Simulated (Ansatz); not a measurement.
**ClH5OSn (built from SMILES Cl.[OH][SnH3]): a barrier at many levels of theory**

How high is the barrier of this step (Sn1–Cl7 formed, O2–H6 formed, Sn1–O2 broken, H6–Cl7 broken), and how far do cheaper methods land from CCSD(T)?

The runs use Ansatz 0.2.0, Gaussian basis; single points in def2-TZVPP on PBE0-D4/def2-TZVP structures.

Levels: SPW92, PBE-D4, BLYP-D4, r2SCAN-D4, B97M-V, PBE0-D4, B3LYP-D4, r2SCAN0-D4, BHLYP-D4, CAM-B3LYP-D4, wB97X-V, wB97M-V, B2PLYP, PBE-QIDH, RPA on PBE, Hartree-Fock, MP2, CCSD, CCSD(T). The reference is CCSD(T) at the basis limit, from triple and quadruple zeta. Zero-point energies come from PBE0-D4 vibrations.

Cores are frozen in the correlated methods. Filled d shells of the heavier atoms are correlated. Core potentials replace the inner electrons past krypton, and spin-orbit coupling is left out. B3LYP uses VWN-RPA correlation. B2PLYP carries no dispersion term here.

80 further runs of the same task are left out: 80 set aside as unsound or not needed.

## Step 1: Start, saddle and end, as given

Charge 0, multiplicity 1. The folders r, ts and p hold the start, the saddle and the end; their coordinates stand in the first inputs.

```
   pair  r (Å)  ts (Å)  p (Å)
Sn1–Cl7  4.078   3.079  2.358
  O2–H6  1.652   1.156  0.964
 Sn1–O2  1.997   2.090  3.094
 H6–Cl7  1.327   1.596  2.533
```

## Step 2: SPW92/def2-TZVPP

r/in.yaml

```yaml
crystal:
  periodic: [false, false, false]
  atoms:
    - {symbol: Sn, position_ang: [-0.994369, -0.313805, -0.557363]}
    - {symbol: O, position_ang: [0.310745, -0.248762, 0.952405]}
    - {symbol: H, position_ang: [-0.103860, -1.090257, -1.769394]}
    - {symbol: H, position_ang: [-1.421231, 1.293758, -0.919346]}
    - {symbol: H, position_ang: [-2.320162, -1.216786, 0.017174]}
    - {symbol: H, position_ang: [1.748598, 0.436950, 0.514716]}
    - {symbol: Cl, position_ang: [2.818922, 1.022550, -0.007102]}
    - {symbol: H, position_ang: [-0.038645, 0.116252, 1.768911]}
basis:
  gaussian: {orbitals: def2-TZVPP}
hamiltonian: {xc: lda}
```

ts/in.yaml

```yaml
crystal:
  periodic: [false, false, false]
  atoms:
    - {symbol: Sn, position_ang: [-0.723850, -0.200395, -0.626776]}
    - {symbol: O, position_ang: [0.405420, -0.375903, 1.123152]}
    - {symbol: H, position_ang: [0.064318, -1.149047, -1.774438]}
    - {symbol: H, position_ang: [-1.059184, 1.428033, -0.930622]}
    - {symbol: H, position_ang: [-2.105554, -0.987796, 0.014504]}
    - {symbol: H, position_ang: [1.289929, 0.236612, 0.701340]}
    - {symbol: Cl, position_ang: [2.091801, 1.029064, -0.427683]}
    - {symbol: H, position_ang: [0.037120, 0.019332, 1.920522]}
basis:
  gaussian: {orbitals: def2-TZVPP}
hamiltonian: {xc: lda}
```

p/in.yaml

```yaml
crystal:
  periodic: [false, false, false]
  atoms:
    - {symbol: Sn, position_ang: [-0.630811, 0.243966, -1.048948]}
    - {symbol: O, position_ang: [0.733223, -0.932318, 1.466548]}
    - {symbol: H, position_ang: [-0.010382, -1.289674, -1.409205]}
    - {symbol: H, position_ang: [-1.224529, 1.029348, -2.444782]}
    - {symbol: H, position_ang: [-1.762015, 0.317014, 0.213236]}
    - {symbol: H, position_ang: [1.351345, -0.206917, 1.322178]}
    - {symbol: Cl, position_ang: [1.188166, 1.612183, -0.433615]}
    - {symbol: H, position_ang: [0.355002, -0.773704, 2.334588]}
basis:
  gaussian: {orbitals: def2-TZVPP}
hamiltonian: {xc: lda}
```

The same command starts each run, in its folder.

Command:

```sh
$ ansatz run in.yaml --threads 4 --pin off --events-out ev --progress --plain --max-ram 9574MiB
```

After this run come: PBE-D4/def2-TZVPP; BLYP-D4/def2-TZVPP; r2SCAN-D4/def2-TZVPP; B97M-V/def2-TZVPP; PBE0-D4/def2-TZVPP; B3LYP-D4/def2-TZVPP; r2SCAN0-D4/def2-TZVPP; BHLYP-D4/def2-TZVPP; CAM-B3LYP-D4/def2-TZVPP; wB97X-V/def2-TZVPP; wB97M-V/def2-TZVPP; B2PLYP/def2-TZVPP; PBE-QIDH/def2-TZVPP; RPA on PBE/def2-TZVPP; CCSD(T)/def2-TZVPP; MP2/def2-QZVPP; SPW92/def2-SVP; PBE-D4/def2-SVP; PBE0-D4/def2-SVP; wB97M-V/def2-SVP; CCSD(T)/def2-SVP; Vibrations of the start structure; Vibrations of the end structure.

What does the calculation give? Wanted: barrier, CCSD(T)/CBS; reverse barrier, CCSD(T)/CBS; step energy, CCSD(T)/CBS; barrier with zero-point energy; step energy with zero-point energy; imaginary mode at the saddle; largest T1 diagnostic.

The runs gave:

```
                          quantity      value
              barrier, CCSD(T)/CBS   0.205 eV
      reverse barrier, CCSD(T)/CBS   0.909 eV
          step energy, CCSD(T)/CBS  -0.704 eV
    barrier with zero-point energy   0.206 eV
step energy with zero-point energy  -0.625 eV
      imaginary mode at the saddle  189i cm⁻¹
             largest T1 diagnostic      0.012
```

B97M-V is the best functional here (0.000 eV from CCSD(T)/CBS); SPW92 is the worst (-0.262 eV). By rung, the mean size of the error is: LDA 0.262, GGA 0.056, meta-GGA 0.049, hybrid 0.045, range-separated hybrid 0.020, double hybrid 0.031 eV. PBE-D4 gives a barrier 0.099 eV too low, outside chemical accuracy (1 kcal/mol, 0.043 eV). Hartree-Fock, with no correlation, is off by +0.224 eV.
